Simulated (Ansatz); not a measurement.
**C3H9Cl3SeSi2: up Jacob's ladder to CCSD(T)**

One table from this session's results is given with a row withheld; the runs are named, their logs left out.

The runs use Ansatz 0.2.0, Gaussian basis; functionals in def2-TZVPP, the program's frozen cores in correlated methods.

Plan: LDA (SPW92), PBE-D4, revPBE-D4, BLYP-D4, r2SCAN-D4, B97M-V, PBE0-D4, B3LYP-D4, r2SCANh-D4, r2SCAN0-D4, HSE06-D4, BHLYP-D4, CAM-B3LYP-D4, LC-ωPBE, ωB97X-V, ωB97M-V, B2PLYP, PBE-QIDH; CCSD(T)/def2-SVP; CCSD(T)/def2-TZVPP; MP2/def2-QZVPP; extrapolation to the limit; RPA on PBE.

### Structure used throughout

The geometry comes from an earlier relaxation with PBE0-D4 in a triple-zeta def2 set; it is a stationary point, not always the lowest conformer.

SMILES `C[Si](C)(C)[Se][Si](Cl)(Cl)Cl`, 18 atoms, charge 0, spin multiplicity 1.

Atoms are counted from 1 here; the program's logs count them from 0.

Bond lengths: C1–Si2 1.863 Å, C1–H10 1.095 Å, C1–H11 1.091 Å, C1–H12 1.092 Å, Si2–C3 1.867 Å, Si2–C4 1.863 Å, Si2–Se5 2.330 Å, C3–H13 1.094 Å, C3–H14 1.092 Å, C3–H15 1.092 Å, C4–H16 1.095 Å, C4–H17 1.091 Å, C4–H18 1.091 Å, Se5–Si6 2.227 Å, Si6–Cl7 2.036 Å, Si6–Cl8 2.046 Å, Si6–Cl9 2.042 Å. Angles: Si2–C1–H10 109.9°, Si2–C1–H11 111.3°, Si2–C1–H12 110.8°, H10–C1–H11 108.3°, H10–C1–H12 108.3°, H11–C1–H12 108.2°, C1–Si2–C3 111.0°, C1–Si2–C4 111.8°, C1–Si2–Se5 108.8°, C3–Si2–C4 111.2°, C3–Si2–Se5 102.1°, C4–Si2–Se5 111.5°, Si2–C3–H13 109.8°, Si2–C3–H14 111.2°, Si2–C3–H15 111.4°, H13–C3–H14 108.2°, H13–C3–H15 107.9°, H14–C3–H15 108.3° and more.

As a file:

```xyz
18

C     0.40160   -1.04846   -1.68002
Si    0.60200   -0.24681   -0.00987
C     2.38142   -0.30492    0.55127
C    -0.53099   -1.00447    1.26055
Se    0.23270    2.04356   -0.22830
Si   -1.98903    2.13403   -0.10973
Cl   -2.56756    3.98030   -0.74231
Cl   -2.93118    0.74015   -1.27378
Cl   -2.70915    1.88043    1.78384
H     0.64286   -2.11401   -1.61242
H    -0.62174   -0.95206   -2.04597
H     1.07062   -0.59214   -2.41264
H     2.70927   -1.34552    0.63484
H     2.50424    0.17112    1.52624
H     3.03988    0.19817   -0.16061
H    -0.23504   -2.04712    1.41548
H    -0.46415   -0.48361    2.21719
H    -1.57355   -0.99727    0.93814
```

Set-up of the first run:

The input, in.yaml:

```yaml
crystal:
  periodic: [false, false, false]
  atoms:
    - {symbol: C, position_ang: [0.401599, -1.048459, -1.680016]}
    - {symbol: Si, position_ang: [0.602000, -0.246812, -0.009866]}
    - {symbol: C, position_ang: [2.381418, -0.304917, 0.551268]}
    - {symbol: C, position_ang: [-0.530986, -1.004469, 1.260550]}
    - {symbol: Se, position_ang: [0.232702, 2.043559, -0.228301]}
    - {symbol: Si, position_ang: [-1.989032, 2.134032, -0.109731]}
    - {symbol: Cl, position_ang: [-2.567561, 3.980299, -0.742308]}
    - {symbol: Cl, position_ang: [-2.931177, 0.740148, -1.273781]}
    - {symbol: Cl, position_ang: [-2.709146, 1.880432, 1.783840]}
    - {symbol: H, position_ang: [0.642862, -2.114005, -1.612418]}
    - {symbol: H, position_ang: [-0.621740, -0.952057, -2.045968]}
    - {symbol: H, position_ang: [1.070615, -0.592140, -2.412642]}
    - {symbol: H, position_ang: [2.709267, -1.345515, 0.634838]}
    - {symbol: H, position_ang: [2.504236, 0.171125, 1.526241]}
    - {symbol: H, position_ang: [3.039884, 0.198174, -0.160613]}
    - {symbol: H, position_ang: [-0.235036, -2.047116, 1.415475]}
    - {symbol: H, position_ang: [-0.464155, -0.483612, 2.217194]}
    - {symbol: H, position_ang: [-1.573550, -0.997269, 0.938137]}
basis:
  gaussian: {orbitals: def2-TZVPP}
hamiltonian: {xc: lda}
output: {orbitals: {seedname: orbitals}}
```

Steps of the session up to this table: LDA; PBE-D4 (GGA); revPBE-D4 (GGA); BLYP-D4 (GGA); r2SCAN-D4 (meta-GGA); B97M-V (meta-GGA); PBE0-D4 (hybrid); B3LYP-D4 (hybrid); r2SCANh-D4 (hybrid); r2SCAN0-D4 (hybrid); HSE06-D4 (hybrid); BHLYP-D4 (hybrid); CAM-B3LYP-D4 (range-separated); LC-ωPBE (range-separated); ωB97X-V (range-separated); ωB97M-V (range-separated); B2PLYP (double hybrid); PBE-QIDH (double hybrid).

One of the session's tables, all rows but one given; the rest of the session is left out.

It belongs to the step «Frontier levels by functional». 

```
  functional  HOMO (eV)  gap (eV)
 LDA (SPW92)      -6.25      4.51
      PBE-D4      -6.10      4.62
   revPBE-D4      -6.04      4.68
     BLYP-D4      -5.92      4.55
   r2SCAN-D4      -6.39      5.22
      B97M-V      -6.46      5.34
     PBE0-D4          ?         ?
    B3LYP-D4      -7.00      6.20
  r2SCANh-D4      -6.81      5.95
  r2SCAN0-D4      -7.45      7.05
    HSE06-D4      -6.86      5.92
    BHLYP-D4      -8.24      8.68
CAM-B3LYP-D4      -8.51      9.01
     LC-ωPBE      -9.86     11.57
     ωB97X-V      -9.53     11.11
     ωB97M-V      -9.38     10.73
```

Estimate the missing values for PBE0-D4.

**Answer.** HOMO (eV): -7.25; gap (eV): 6.69. In the column «HOMO (eV)» it lies between r2SCAN0-D4 (-7.45) and B3LYP-D4 (-7.00).
